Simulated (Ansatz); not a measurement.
# H7W: the cost of one run

Method: UKS PBE0-D4/def2-SVP, in Ansatz 0.2.0.

### 1 Starting point

Bond lengths: W1–H2 1.970 Å, W1–H3 1.720 Å, W1–H4 1.720 Å, W1–H5 1.720 Å, W1–H6 1.720 Å, W1–H7 1.720 Å. Angles (14 of 15 angles, heavy atoms first): H2–W1–H3 90.0°, H2–W1–H4 90.0°, H2–W1–H5 90.0°, H2–W1–H6 90.0°, H2–W1–H7 180.0°, H3–W1–H4 90.0°, H3–W1–H5 180.0°, H3–W1–H6 90.0°, H3–W1–H7 90.0°, H4–W1–H5 90.0°, H4–W1–H6 180.0°, H4–W1–H7 90.0°, H5–W1–H6 90.0°, H5–W1–H7 90.0°.

Coordinates:

```xyz
8

W     0.0000    0.0000    0.0000
H     0.0000    0.0000    1.9700
H     1.7200    0.0000    0.0000
H     0.0000    1.7200    0.0000
H    -1.7200    0.0000    0.0000
H     0.0000   -1.7200    0.0000
H     0.0000    0.0000   -1.7200
H     0.0000    0.0000    2.9300
```

### 2 Pulling towards end A

Springs on the bonds that form and break draw the guess towards this end; the thresholds are loose.

Input file input.yaml:

```yaml
crystal:
  periodic: [false, false, false]
  atoms:
    - { symbol: W, position_ang: [0.0, 0.0, 0.0] }
    - { symbol: H, position_ang: [0.0, 0.0, 1.97] }
    - { symbol: H, position_ang: [1.72, 0.0, 0.0] }
    - { symbol: H, position_ang: [0.0, 1.72, 0.0] }
    - { symbol: H, position_ang: [-1.72, 0.0, 0.0] }
    - { symbol: H, position_ang: [0.0, -1.72, 0.0] }
    - { symbol: H, position_ang: [0.0, 0.0, -1.72] }
    - { symbol: H, position_ang: [0.0, 0.0, 2.93] }
magnetization:
  spin_polarized: true
  initial_magnetization: 1
basis:
  gaussian: { orbitals: def2-SVP }
hamiltonian:
  xc: pbe0
  dispersion: d4
relax:
  f_tol: 0.15
  max_steps: 25
  restrain:
    - { distance: [1, 7], at: 1.86, k: 30.0 }
    - { distance: [0, 1], at: 1.72, k: 30.0 }
output:
  orbitals: {}
```

Launch:

```sh
ansatz run input.yaml --threads 1 --pin off --max-ram 2048MiB --backend cpu --events-out ev --progress --plain --runs-dir out
```

What time and memory should one allow on 1 thread of Arm Neoverse V2, shared host?

About 2 min, with a peak of 0.18 GiB.
